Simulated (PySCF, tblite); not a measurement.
**C6H9BF2: geometry, infrared bands and NMR shifts**

Wanted: the infrared bands and NMR shifts of C6H9BF2 (`C[C@]12C[C@](B(F)F)(C1)C2`), by calculation.

The runs use tblite 0.8.0 and PySCF 2.14.0, with density-fitted response routines of our own; the level of theory stands in each step. All values are computed, except where a source is named. Atoms are numbered from 0 throughout.

**1. Starting geometry**

18 atoms, charge 0, multiplicity 1; geometry from: force field or distance geometry start.

Bonds of the start (Å): C0–C1 1.51, C1–C2 1.55, C2–C3 1.54, C3–B4 1.59, B4–F5 1.44, B4–F6 1.45, C3–C7 1.54, C3–C8 1.52, C7–C1 1.55, C8–C1 1.53, C0–H9 1.11, C0–H10 1.12, C0–H11 1.12, C2–H12 1.12, C2–H13 1.12, C7–H14 1.11, C7–H15 1.11, C8–H16 1.11, C8–H17 1.11.

**2. Relaxing the molecule with GFN2-xTB**

The job: settings as JSON, then the geometry in Å.

```
{"job": {"kind": "relax", "xc": "GFN2-xTB", "basis": "xTB"}, "charge": 0, "multiplicity": 1}
C     -2.276300    -0.096700     0.053500
C     -0.771800    -0.026400     0.008100
C      0.166700    -1.244200     0.198000
C      0.976100     0.048500    -0.032800
B      2.565300     0.101300    -0.059700
F      3.280700     0.917900     0.880900
F      3.291700    -0.654000    -1.062300
C      0.098100     0.804700     0.981800
C      0.059300     0.452000    -1.180200
H     -2.654200    -0.768800    -0.743900
H     -2.707300     0.920100    -0.102400
H     -2.622600    -0.485100     1.040600
H      0.192900    -1.680600     1.229100
H      0.169400    -1.979800    -0.645000
H      0.126500     0.453900     2.037100
H      0.038000     1.908600     0.860900
H      0.058700    -0.207900    -2.073400
H      0.000000     1.542600    -1.401900
```

Started as:

```console
OMP_NUM_THREADS=1 python probes_run.py task.json out
```

One launch serves the whole session: the jobs run in the order shown.

**Question.** This job is followed by: GFN2-xTB harmonic vibrations, gas phase; GIAO PBE0/pcSseg-1 NMR shielding, non-relativistic, gas phase. Predict these results of the whole session: strongest single infrared mode (GFN2-xTB); zero-point energy (GFN2-xTB); 13C shifts against TMS (PBE0/pcSseg-1, means over atoms taken as alike); 1H shifts against TMS (PBE0/pcSseg-1, means over atoms taken as alike); 11B shifts against BF3·OEt2 (PBE0/pcSseg-1); 19F shifts against CFCl3 (PBE0/pcSseg-1, means over atoms taken as alike).

As calculated:

```
                                                                 quantity                       value
                                strongest single infrared mode (GFN2-xTB)       1258 cm⁻¹, 380 km/mol
                                             zero-point energy (GFN2-xTB)               89.3 kcal/mol
  13C shifts against TMS (PBE0/pcSseg-1, means over atoms taken as alike)  54.5, 42.3, 24.5, 21.5 ppm
   1H shifts against TMS (PBE0/pcSseg-1, means over atoms taken as alike)              1.68, 1.25 ppm
                              11B shifts against BF3·OEt2 (PBE0/pcSseg-1)                    24.1 ppm
19F shifts against CFCl3 (PBE0/pcSseg-1, means over atoms taken as alike)                   -75.6 ppm
```

Over 14 steps the energy fell by 1.009 eV; of the close pairs, B4–F6 changed most, 1.450 to 1.320 Å. The lowest mode is slightly imaginary (12i cm⁻¹), a soft motion within the noise of the Hessian, so the minimum is not strictly shown. The strongest single mode, at 1258 cm⁻¹, moves mainly B4. GFN2-xTB is a fitted tight-binding method: band positions and strengths are rough. Its intensities can rank the bands wrongly. At PBE0/pcSseg-1: Shielding is most anisotropic at F5, F6 (span 308 ppm, paramagnetic term -221 ppm).
